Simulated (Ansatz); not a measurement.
# NbTe: band structure with PBEsol

Crystal: NbTe.

```xyz
2
Lattice="3.7030 0.0000 0.0000 -1.8515 3.2069 0.0000 0.0000 0.0000 3.6942" Properties=species:S:1:pos:R:3 pbc="T T T"
Te    1.8515    1.0690    0.0000
Nb    0.0000    0.0000    1.8471
```

The cell comes from a database or a generator and needn't be the stable form of this composition.

```
Program             : Ansatz 0.2.0
Task                : band structure
Functional          : PBEsol
Potentials or basis : all-electron LAPW, scalar-relativistic
Cutoff              : 233 eV (chosen from the basis error)
Basis error allowed : 0.001 eV/atom
k mesh              : 8 × 8 × 7
Occupations         : fermi-dirac, width 0.05 eV
Spin                : no spin polarisation
```

```
Pressure                : -5.2 GPa
Band gap along the path : none (metal or under the smearing width)
```

Levels at the corners of the path, in eV from the Fermi level:
```tsv
point	band 25	band 26	band 27	band 28	band 29	band 30
Γ	-3.02	-2.36	0.13	0.13	2.43	2.43
M	-2.65	-2.61	-0.20	1.23	1.48	3.02
K	-3.77	-0.95	-0.13	0.18	0.39	4.62
Γ	-3.02	-2.36	0.13	0.13	2.43	2.43
A	-2.62	-0.98	-0.98	0.65	1.64	1.64
L	-4.26	-1.38	1.15	1.25	1.79	2.75
H	-4.47	-1.12	1.12	1.67	2.07	2.79
A	-2.62	-0.98	-0.98	0.65	1.64	1.64
```

Run time: 23 s on 1 thread of Intel(R) Xeon(R) Platinum 8488C (Sapphire Rapids), with other jobs on the host, peak memory 0.36 GiB.

Caveat: spin-orbit coupling is left out, which moves the levels of the heavy elements.
